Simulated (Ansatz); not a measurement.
# CH₄BBrO: a ladder of functionals and wavefunction methods

How much do the methods differ for CH₄BBrO? The plan is to run it at one geometry with functionals of several rungs and with coupled cluster. The yardstick is the atomisation energy at the CCSD(T) limit.

Method: functionals in def2-TZVPP, the program's frozen cores in correlated methods; program: Ansatz 0.2.0, Gaussian basis.

Plan: LDA (SPW92), PBE-D4, revPBE-D4, BLYP-D4, r2SCAN-D4, B97M-V, PBE0-D4, B3LYP-D4, r2SCANh-D4, r2SCAN0-D4, HSE06-D4, BHLYP-D4, CAM-B3LYP-D4, LC-ωPBE, ωB97X-V, ωB97M-V, B2PLYP, PBE-QIDH; CCSD(T)/def2-SVP; CCSD(T)/def2-TZVPP; MP2/def2-QZVPP; extrapolation to the limit; RPA on PBE.

## Step 1: The relaxed structure

All runs share one geometry, relaxed beforehand with PBE0-D4 in a triple-zeta def2 set.

SMILES `CB(O)Br`, 8 atoms, charge 0, spin multiplicity 1.

Atoms are counted from 1 here; the program's logs count them from 0.

Bond lengths: C1–B2 1.554 Å, C1–H5 1.091 Å, C1–H6 1.094 Å, C1–H7 1.094 Å, B2–O3 1.344 Å, B2–Br4 1.955 Å, O3–H8 0.962 Å. Angles: B2–C1–H5 111.8°, B2–C1–H6 110.5°, B2–C1–H7 110.5°, H5–C1–H6 108.9°, H5–C1–H7 108.9°, H6–C1–H7 106.0°, C1–B2–O3 122.1°, C1–B2–Br4 119.8°, O3–B2–Br4 118.1°, B2–O3–H8 113.9°.

As a file:

```
C    -0.15748    1.03000   -0.01623
B     0.05864   -0.50792   -0.06578
O     0.69227   -1.17185    0.91666
Br   -0.60099   -1.53462   -1.59347
H     0.25827    1.46855    0.89234
H     0.30402    1.50909   -0.88441
H    -1.22337    1.26894   -0.07007
H     0.76074   -2.11929    0.76516
```

## Step 2: LDA

This LDA is Slater exchange with PW92 correlation.

Input file in.yaml:

```yaml
crystal:
  periodic: [false, false, false]
  atoms:
    - {symbol: C, position_ang: [-0.157477, 1.029997, -0.016228]}
    - {symbol: B, position_ang: [0.058639, -0.507921, -0.065777]}
    - {symbol: O, position_ang: [0.692275, -1.171850, 0.916664]}
    - {symbol: Br, position_ang: [-0.600991, -1.534619, -1.593474]}
    - {symbol: H, position_ang: [0.258265, 1.468554, 0.892342]}
    - {symbol: H, position_ang: [0.304021, 1.509085, -0.884414]}
    - {symbol: H, position_ang: [-1.223368, 1.268944, -0.070071]}
    - {symbol: H, position_ang: [0.760736, -2.119289, 0.765159]}
basis:
  gaussian: {orbitals: def2-TZVPP}
hamiltonian: {xc: lda}
output: {orbitals: {seedname: orbitals}}
```

The runs that follow: PBE-D4 (GGA); revPBE-D4 (GGA); BLYP-D4 (GGA); r2SCAN-D4 (meta-GGA); B97M-V (meta-GGA); PBE0-D4 (hybrid); B3LYP-D4 (hybrid); r2SCANh-D4 (hybrid); r2SCAN0-D4 (hybrid); HSE06-D4 (hybrid); BHLYP-D4 (hybrid); CAM-B3LYP-D4 (range-separated); LC-ωPBE-D4 (range-separated); ωB97X-V (range-separated); ωB97M-V (range-separated); B2PLYP (double hybrid); PBE-QIDH (double hybrid); CCSD(T) in def2-SVP; CCSD(T) in def2-TZVPP; MP2 in def2-QZVPP; RPA on PBE orbitals.

Before running them: what should the planned runs give, taken together? Wanted: atomisation energy, CCSD(T)/CBS; farthest beyond LDA; mean size of error, GGA; mean size of error, meta-GGA; mean size of error, hybrid; mean size of error, range-separated; mean size of error, double hybrid; gap, smallest and largest; T1 diagnostic.

The runs gave:

```
                               quantity                                                                                                                                                  value
        atomisation energy, CCSD(T)/CBS                                                                                                                                          3116.4 kJ/mol
 functionals within 31.2 kJ/mol (1.0 %)  revPBE-D4, BLYP-D4, r2SCAN-D4, B97M-V, PBE0-D4, B3LYP-D4, r2SCANh-D4, r2SCAN0-D4, HSE06-D4, CAM-B3LYP-D4, LC-ωPBE, ωB97X-V, ωB97M-V, B2PLYP, PBE-QIDH
                    farthest beyond LDA                                                                                                                                BHLYP-D4 (-91.9 kJ/mol)
                mean size of error, GGA                                                                                                                                            32.0 kJ/mol
           mean size of error, meta-GGA                                                                                                                                            16.8 kJ/mol
             mean size of error, hybrid                                                                                                                                            25.6 kJ/mol
    mean size of error, range-separated                                                                                                                                             7.3 kJ/mol
      mean size of error, double hybrid                                                                                                                                            17.3 kJ/mol
              gap, smallest and largest                                                                                                              5.84 eV (LDA (SPW92)), 13.36 eV (LC-ωPBE)
                          T1 diagnostic                                                                                                                                                 0.0101
triples share of the correlation energy                                                                                                                                                  3.6 %
```

What this shows: The LDA atomisation energy is off by 446.3 kJ/mol (14 %): it overbinds. PBE-D4 is off by +64.6 kJ/mol. Double hybrids carry the basis error of their MP2 part in triple zeta, and no dispersion term here, so their miss is partly the set-up's. The rungs range-separated, meta-GGA, double hybrid, hybrid miss on average by less than the doubt on the reference (31.2 kJ/mol), so they tie. Misses under about 31.2 kJ/mol are within the doubt on the reference itself, which lacks core-valence correlation, relativity and higher excitations, and its outer-core shells are covered unevenly. All levels share the lack of spin-orbit coupling, which lowers the free heavy atoms and so the true binding. Hartree-Fock recovers 75 % of the binding; the rest is correlation. CCSD(T) in def2-SVP is off by -140.7 kJ/mol, so the small basis spoils what the method gains. The gap grows from 5.8 to 13.4 eV across the functionals, mostly with the share of exact exchange. Correlated methods include outer-core shells of Br, which these sets cover unevenly.
